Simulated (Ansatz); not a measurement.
**Cl2F3HMoO: small, medium and large basis sets**

One table from this session's results is given with a row withheld; the runs are named, their logs left out.

Method: one geometry, several basis sets; program: Ansatz 0.2.0, Gaussian basis.

Plan: PBE0-D4/def2-SVP; ωB97M-V/def2-SVP; PBE0-D4/def2-QZVPP; ωB97M-V/def2-QZVPP; the functionals' def2-TZVPP values are taken from earlier runs.

**The relaxed structure**

An earlier PBE0-D4 in a triple-zeta def2 set relaxation fixed the geometry. Mo takes the def2 core potential; no spin-orbit term is included.

SMILES `[OH][Mo]([F])([F])([F])([Cl])[Cl]`, 8 atoms, charge 0, spin multiplicity 1.

Atoms are counted from 1 here; the program's logs count them from 0.

Bond lengths: O1–Mo2 1.820 Å, O1–H8 0.962 Å, Mo2–F3 1.834 Å, Mo2–F4 1.834 Å, Mo2–F5 1.829 Å, Mo2–Cl6 2.319 Å, Mo2–Cl7 2.261 Å. Angles: Mo2–O1–H8 135.8°, O1–Mo2–F3 93.3°, O1–Mo2–F4 93.3°, O1–Mo2–F5 167.1°, O1–Mo2–Cl6 84.0°, O1–Mo2–Cl7 96.3°, F3–Mo2–F4 172.3°, F3–Mo2–F5 87.2°, F3–Mo2–Cl6 92.3°, F3–Mo2–Cl7 87.7°, F4–Mo2–F5 87.3°, F4–Mo2–Cl6 92.3°, F4–Mo2–Cl7 87.7°, F5–Mo2–Cl6 83.0°, F5–Mo2–Cl7 96.7°, Cl6–Mo2–Cl7 179.7°.

The first run:

File in.yaml:

```yaml
crystal:
  periodic: [false, false, false]
  atoms:
    - {symbol: O, position_ang: [-0.297005, -1.493037, 0.187560]}
    - {symbol: Mo, position_ang: [0.163458, 0.238609, -0.131548]}
    - {symbol: F, position_ang: [1.438347, 0.252516, 1.187347]}
    - {symbol: F, position_ang: [-0.968851, 0.385727, -1.567247]}
    - {symbol: F, position_ang: [0.324525, 2.059752, -0.183698]}
    - {symbol: Cl, position_ang: [-1.533524, 0.714255, 1.374995]}
    - {symbol: Cl, position_ang: [1.820267, -0.213591, -1.602125]}
    - {symbol: H, position_ang: [-0.947216, -1.944232, 0.734724]}
basis:
  gaussian: {orbitals: def2-SVP}
hamiltonian: {xc: pbe0, dispersion: d4}
output: {orbitals: {seedname: orbitals}}
```

Run with:

```console
$ ansatz run in.yaml --threads 4 --pin off --events-out ev --progress --plain --max-ram 11315MiB
```

Steps of the session up to this table: PBE0-D4 in def2-SVP; ωB97M-V in def2-SVP; PBE0-D4 in def2-QZVPP; ωB97M-V in def2-QZVPP.

One table of the session follows, with a row left open; its other results are not shown here.

It belongs to the step «Functionals by basis». 

```
functional       basis  HOMO (eV)  LUMO (eV)
   PBE0-D4    def2-SVP      -9.51      -5.45
   PBE0-D4  def2-TZVPP          ?          ?
   PBE0-D4  def2-QZVPP      -9.45      -5.32
   ωB97M-V    def2-SVP     -11.74      -3.45
   ωB97M-V  def2-TZVPP     -11.73      -3.37
   ωB97M-V  def2-QZVPP     -11.72      -3.35
```

**Question.** Estimate the row for PBE0-D4, def2-TZVPP.

As computed: HOMO (eV): -9.47; LUMO (eV): -5.35. In the column «HOMO (eV)» it lies between PBE0-D4, def2-SVP (-9.51) and PBE0-D4, def2-QZVPP (-9.45).
